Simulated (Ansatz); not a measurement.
The system is Nb2B.

```xyz
3
Lattice="4.4076 0.0000 0.0000 -2.2038 3.8171 0.0000 0.0000 0.0000 2.6686" Properties=species:S:1:pos:R:3 pbc="T T T"
Nb    0.0000    2.5447    1.3343
Nb    2.2038    1.2724    1.3343
B     0.0000    0.0000    0.0000
```

The cell was built by a generator and needn't be a form met in nature.

Base run:

```yaml
Program: Ansatz 0.2.0
Functional: r2SCAN
Potentials_or_basis: Ansatz PAW
Cutoff: 500 eV
Density_cutoff: 2000 eV
k_mesh: 7 × 7 × 10
Occupations: fermi-dirac, width 0.05 eV
Spin: no spin polarisation
Hubbard_terms: Nb d U = 3 eV
```

Its results: band gap on the k mesh none (metal or under the smearing width); pressure 2.1 GPa.

Q: The run is repeated on the same cell with these changes: hubbard terms from Nb d U = 3 eV to Nb d U = 2 eV. What comes out?

A: Band gap on the k mesh none (metal or under the smearing width); pressure 0.8 GPa.

Caveats: U without spin polarisation on a metal has little footing; the PAW data sets come from PBE, with cores solved anew for the run's functional, which leaves a small shift of forces and pressure; the U is typed as a test and isn't derived for this compound; the density of states is complete only up to the lowest level of the last band computed.

Not every run made on this cell is shown here.
